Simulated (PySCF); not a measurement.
**Eu(OH)3: other functionals and bases at one geometry**

The task here is to estimate one member of a computed series from the others.

Program: PySCF 2.14.0. Level of theory: several levels, as the steps say, no spin–orbit coupling. These are calculated values, not measurements.

1 further run of the same task is left out (for a known fault of the program).

## Where the work starts

7 atoms, charge 0, spin multiplicity 1.

Bond lengths: Eu1–O2 2.083 Å, Eu1–O4 2.083 Å, Eu1–O6 2.083 Å, O2–H3 0.956 Å, O4–H5 0.956 Å, O6–H7 0.956 Å. Angles: O2–Eu1–O4 119.8°, O2–Eu1–O6 119.8°, O4–Eu1–O6 119.8°, Eu1–O2–H3 178.1°, Eu1–O4–H5 178.1°, Eu1–O6–H7 178.1°.

Geometry (Å):

```
Eu    0.0000    0.0000    0.0324
O     2.0809    0.0000    0.1265
H     3.0345    0.0000    0.2006
O    -1.0405    1.8021    0.1265
H    -1.5173    2.6279    0.2006
O    -1.0405   -1.8021    0.1265
H    -1.5172   -2.6279    0.2006
```

Formal oxidation states: Eu +3. Each metal's 6 4f electrons lie in its core potential, so multiplicities, spins and levels count the valence alone. An earlier session relaxed this geometry at PBE0, Eu lcecp-1-SVP with ECP52, O def2-SVP, H def2-SVP (singlet, point group C3v).

At PBE0 on the finer grid: E = -262.545740 Eh, HOMO -7.58 eV, LUMO -1.28 eV, Mulliken charge on Eu1 +1.09 e, largest force component 0.020 eV/Å. 

Levels to run: TPSSh; BP86; PBE0, TZVP. Hardware: 2 threads of Arm Neoverse V1, shared host.

Set-up of the first run:

The input, run.py (the lines that set the calculation):

```python
mol = gto.M(atom='''
Eu     0.00000     0.00000     0.03240
O      2.08094     0.00001     0.12647
H      3.03449     0.00002     0.20062
O     -1.04048     1.80214     0.12647
H     -1.51726     2.62794     0.20062
O     -1.04046    -1.80215     0.12647
H     -1.51723    -2.62795     0.20062''',
    basis={'Eu': 'lcecp-1-SVP', 'O': 'def2-SVP', 'H': 'def2-SVP'},
    ecp={'Eu': 'lcecp-1-SVP'},
    charge=0, spin=0)
mf = dft.RKS(mol, xc='TPSSH')
mf.grids.atom_grid = (75, 302)  # f atoms: unpruned, at least (60, 302)
mf = mf.density_fit()  # fitting sets: Eu AutoAux, O def2-universal-JKFIT, H def2-universal-JKFIT
mf.conv_tol = 1e-08; mf.max_cycle = 55
mf.kernel(dm0)  # dm0: the density of the relaxed state
```

The run is started by

```bash
$ OMP_NUM_THREADS=2 python run.py
```

Among the steps run: TPSSh; BP86; PBE0, TZVP.

One table of the session follows, with a row left open; its other results are not shown here.

```
              level  HOMO (eV)  gap (eV)  charge on Eu1 (e)  dipole (D)  largest force component (eV/Å)
PBE0 (relaxed here)      -7.58      6.30               1.09        0.35                            0.02
              TPSSh          ?         ?                  ?           ?                               ?
               BP86      -5.99      4.08               0.88        0.32                            0.62
         PBE0, TZVP      -7.84      6.50               1.63        0.39                            0.28
```

Estimate the missing values for TPSSh.

The run gave: HOMO (eV): -6.63; gap (eV): 5.16; charge on Eu1 (e): 1.05; dipole (D): 0.34; largest force component (eV/Å): 0.28. In the column «HOMO (eV)» it lies between PBE0 (relaxed here) (-7.58) and BP86 (-5.99).

In one basis the HOMO–LUMO gap runs from 4.08 eV (BP86) to 6.30 eV (PBE0). The largest leftover force, 0.62 eV/Å with BP86, stands at a geometry relaxed at another level. With 4f in the core, its levels are missing from HOMO and gap, and its count is fixed, so no charge can pass from the ligands into it. Total energies of different levels can't be compared.
